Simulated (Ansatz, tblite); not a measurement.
# SiHBr3: rung by rung

An exercise on one series of results from a longer session: the logs are not shown, and one member is left open.

Method: as each input shows; program: Ansatz 0.2.0, Gaussian basis.

The runs, in order: GFN1-xTB, GFN2-xTB, PBE-D4/def2-TZVP, r2SCAN-D4/def2-TZVP, BLYP-D4/def2-TZVP, r2SCAN0-D4/def2-TZVP, LDA/def2-TZVP, ωB97X-V/def2-TZVP, revPBE-D4/def2-TZVP, HF/def2-TZVP, B97M-V/def2-TZVP, PBE-D4/def2-SVP, PBE0-D4/def2-SVP, HF/6-31G, B3LYP-D4/6-31G, PBE0-D4/def2-TZVPD, PBE-D4/def2-TZVPD, r2SCAN-D4/def2-TZVPD, CCSD(T)/def2-SVP, MP2/def2-TZVP, RPA/def2-TZVP.

### The structure

The singlet was relaxed beforehand with r2SCAN-D4/def2-SVP.

5 atoms, charge 0, spin multiplicity 1.

Bond lengths: Si1–H2 1.478 Å, Si1–Br3 2.213 Å, Si1–Br4 2.213 Å, Si1–Br5 2.213 Å. Angles: H2–Si1–Br3 108.9°, H2–Si1–Br4 109.0°, H2–Si1–Br5 109.0°, Br3–Si1–Br4 110.0°, Br3–Si1–Br5 110.0°, Br4–Si1–Br5 110.0°.

Coordinates:

```tsv
atom	x (Å)	y (Å)	z (Å)
Si1	0.0002	-0.0014	0.1362
H2	0.0075	-0.0144	1.6146
Br3	2.0903	0.0101	-0.5920
Br4	-1.0530	1.8155	-0.5627
Br5	-1.0450	-1.8098	-0.5961
```

PBE0-D4/def2-TZVP was run before; its log isn't repeated, and its numbers join the tables.

The first run:

Tight binding, by tblite at 300 K electronic temperature and without a spin-polarisation term:

```python
tblite.interface.Calculator('GFN1-xTB', numbers, positions, charge=0, uhf=0).singlepoint()
```

Tight binding, by tblite at 300 K electronic temperature and without a spin-polarisation term:

```python
tblite.interface.Calculator('GFN2-xTB', numbers, positions, charge=0, uhf=0).singlepoint()
```

start.molden holds the orbitals of an earlier run on this state, given as this run's starting guess.

in.yaml

```yaml
crystal:
  periodic: [false, false, false]
  atoms:
    - {symbol: Si, position_ang: [0.000232, -0.001394, 0.136203]}
    - {symbol: H, position_ang: [0.007543, -0.014391, 1.614565]}
    - {symbol: Br, position_ang: [2.090271, 0.010087, -0.591951]}
    - {symbol: Br, position_ang: [-1.053027, 1.815531, -0.562718]}
    - {symbol: Br, position_ang: [-1.045009, -1.809823, -0.596109]}
basis:
  gaussian: {orbitals: def2-TZVP, initial_orbitals: start.molden}
hamiltonian: {xc: pbe, dispersion: d4}
scf: {omitted_lower_state_checks: [starts]}
output: {orbitals: {seedname: orbitals}}
```

The run is started by

```sh
> ansatz run in.yaml --threads 4 --pin off --events-out ev --progress --plain --max-ram 3916MiB
```

Among the steps run: PBE-D4/def2-TZVP; r2SCAN-D4/def2-TZVP; BLYP-D4/def2-TZVP; r2SCAN0-D4/def2-TZVP; LDA/def2-TZVP; ωB97X-V/def2-TZVP; revPBE-D4/def2-TZVP; HF/def2-TZVP; B97M-V/def2-TZVP; PBE-D4/def2-SVP; PBE0-D4/def2-SVP; HF/6-31G; B3LYP-D4/6-31G; PBE0-D4/def2-TZVPD; PBE-D4/def2-TZVPD; r2SCAN-D4/def2-TZVPD; CCSD(T)/def2-SVP; MP2/def2-TZVP; RPA/def2-TZVP.

One of the session's tables, all rows but one given; the rest of the session is left out.

```
               level  HOMO (eV)  gap (eV)
            HF/6-31G     -11.83     13.31
        HF/def2-TZVP     -11.49     13.89
       LDA/def2-TZVP      -7.48      5.12
     PBE-D4/def2-SVP      -7.16      5.30
    PBE-D4/def2-TZVP      -7.31      5.22
   PBE-D4/def2-TZVPD      -7.35      5.15
 revPBE-D4/def2-TZVP      -7.26      5.27
   BLYP-D4/def2-TZVP      -7.12      5.12
 r2SCAN-D4/def2-TZVP          ?         ?
r2SCAN-D4/def2-TZVPD      -7.68      5.80
    B97M-V/def2-TZVP      -7.74      5.97
      B3LYP-D4/6-31G      -8.47      6.42
    PBE0-D4/def2-SVP      -8.51      7.50
   PBE0-D4/def2-TZVP      -8.59      7.38
  PBE0-D4/def2-TZVPD      -8.61      7.28
r2SCAN0-D4/def2-TZVP      -8.82      7.77
   ωB97X-V/def2-TZVP     -10.92     11.86
```

**Question.** Estimate the row for r2SCAN-D4/def2-TZVP.

As computed: HOMO (eV): -7.67; gap (eV): 5.85. In the column «HOMO (eV)» it lies between r2SCAN-D4/def2-TZVPD (-7.68) and LDA/def2-TZVP (-7.48).
